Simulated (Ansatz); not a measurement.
# GaH2ClO (SMILES [OH][GaH][Cl]): HF/3-21G

What is the vertical ionisation energy of GaH2ClO at HF/3-21G? 

The calculation is run with Ansatz 0.2.0.

37 further runs of the same task are left out: 37 set aside as unsound or not needed. Runs told in other sessions of the task aren't counted.

### Step 1. The structure to begin with

GaH2ClO: 5 atoms, total charge 0, spin state singlet. SMILES: `[OH][GaH][Cl]`. Geometry: relaxed at PBE0-D4/def2-TZVP. This is one conformer, not always the lowest.

Bond lengths: O1–Ga2 1.772 Å, Ga2–Cl3 2.145 Å, O1–H4 0.960 Å, Ga2–H5 1.541 Å. Angles: O1–Ga2–Cl3 115.0°, O1–Ga2–H5 122.5°, Cl3–Ga2–H5 122.5°, Ga2–O1–H4 113.5°.

### Step 2. A single-point energy at HF/3-21G

in.yaml reads:

```yaml
crystal:
  periodic: [false, false, false]
  atoms:
    - symbol: O
      position_ang: [-1.152400, 0.516000, -0.496900]
    - symbol: Ga
      position_ang: [0.470000, 0.208100, 0.146200]
    - symbol: Cl
      position_ang: [0.927500, -1.856600, 0.504600]
    - symbol: H
      position_ang: [-1.672300, -0.281800, -0.622300]
    - symbol: H
      position_ang: [1.477200, 1.340600, 0.426900]
basis:
  gaussian:
    orbitals: 3-21G-spherical.json
hamiltonian:
  xc: hf
accuracy: high
output: {orbitals: {seedname: orbitals}}
```

The basis set 3-21G is read from a file made from the Basis Set Exchange's data (not shown).

On the command line:

```bash
$ ansatz run in.yaml --threads 1 --pin off --max-ram 2610MiB --events-out events.jsonl --progress --plain --runs-dir runs
```

Output:

```text
Warning: RAYON_NUM_THREADS=1 ignored (pool sized by the plan → 1); use --threads N
Functional definition: HF
  name "HF"
  exchange = exact_x
  correlation = 0
876 factors; integrals over basis functions are off by at most 4.0e-9 eV
mean field evaluation 1: about -66579.2168 eV, gradient 3.5e1 eV
mean field evaluation 2: about -66579.3380 eV, gradient 3.6e1 eV
mean field evaluation 4: about -66581.9649 eV, gradient 1.8e0 eV
mean field evaluation 8: about -66581.9938 eV, gradient 1.4e-1 eV
mean field evaluation 16: about -66581.9939 eV, gradient 4.6e-8 eV
mean field -66581.99394732 eV, -2446.8431466677 hartree, gradient 4.6e-8 eV, S^2 0.000000; 0 other end points of the search recorded, 0 dependent functions left out
reference -66581.99394732 eV, -2446.8431466677 hartree; 29, 29 occupied and 19, 19 virtual orbitals, 876 factors
Total energy: -66581.99394732 eV, -2446.8431466677 hartree
```

Wall time 0.56 s (1 thread of Arm Neoverse V2, shared host); peak memory 0.1 GiB.

### Step 3. The doublet cation

run.yaml reads:

```yaml
crystal:
  periodic: [false, false, false]
  atoms:
    - symbol: O
      position_ang: [-1.152400, 0.516000, -0.496900]
    - symbol: Ga
      position_ang: [0.470000, 0.208100, 0.146200]
    - symbol: Cl
      position_ang: [0.927500, -1.856600, 0.504600]
    - symbol: H
      position_ang: [-1.672300, -0.281800, -0.622300]
    - symbol: H
      position_ang: [1.477200, 1.340600, 0.426900]
basis:
  gaussian:
    orbitals: 3-21G-spherical.json
total_charge: 1
magnetization:
  spin_polarized: true
  initial_magnetization: 1
hamiltonian:
  xc: hf
accuracy: high
output: {orbitals: {seedname: orbitals}}
```

The basis set 3-21G is read from a file made from the Basis Set Exchange's data (not shown).

On the command line:

```bash
$ ansatz run run.yaml --threads 1 --pin off --max-ram 2610MiB --events-out events.jsonl --progress --plain --runs-dir runs
```

Output, cut to the lines that bear on the results:

```text
Warning: RAYON_NUM_THREADS=1 ignored (pool sized by the plan → 1); use --threads N
Functional definition: HF
  name "HF"
[...]
874 factors; integrals over basis functions are off by at most 4.0e-9 eV
[...]
mean field -66571.82245844 eV, -2446.4693513457 hartree, gradient 3.1e-8 eV, S^2 0.754097; 6 other end points of the search recorded, 0 dependent functions left out
reference -66571.82245844 eV, -2446.4693513457 hartree; 29, 28 occupied and 19, 20 virtual orbitals, 874 factors
Total energy: -66571.82245844 eV, -2446.4693513457 hartree
```

Run time: 7.2 s. Hardware: 1 thread of Arm Neoverse V2, shared host; peak memory 0.16 GiB.

### Step 4. Results

Level: HF/3-21G.

| quantity | value |
| --- | --- |
| singlet GaH2ClO: total energy | -2446.84315 Eh |
| singlet GaH2ClO: HOMO energy | -12.32 eV |
| singlet GaH2ClO: LUMO energy | 1.58 eV |
| singlet GaH2ClO: HOMO–LUMO gap | 13.90 eV |
| doublet cation: total energy | -2446.46935 Eh |
| doublet cation: HOMO energy (highest over α and β) | -17.64 eV |
| doublet cation: LUMO energy (lowest over α and β) | -8.01 eV |
| doublet cation: ⟨S²⟩ | 0.754 |
| vertical ionisation energy (to the doublet cation) | 10.171 eV |

**Reading.** The vertical ionisation energy comes to 10.17 eV (981 kJ/mol). The negative HOMO energy of the first species, 12.32 eV, lies 2.15 eV above that difference.
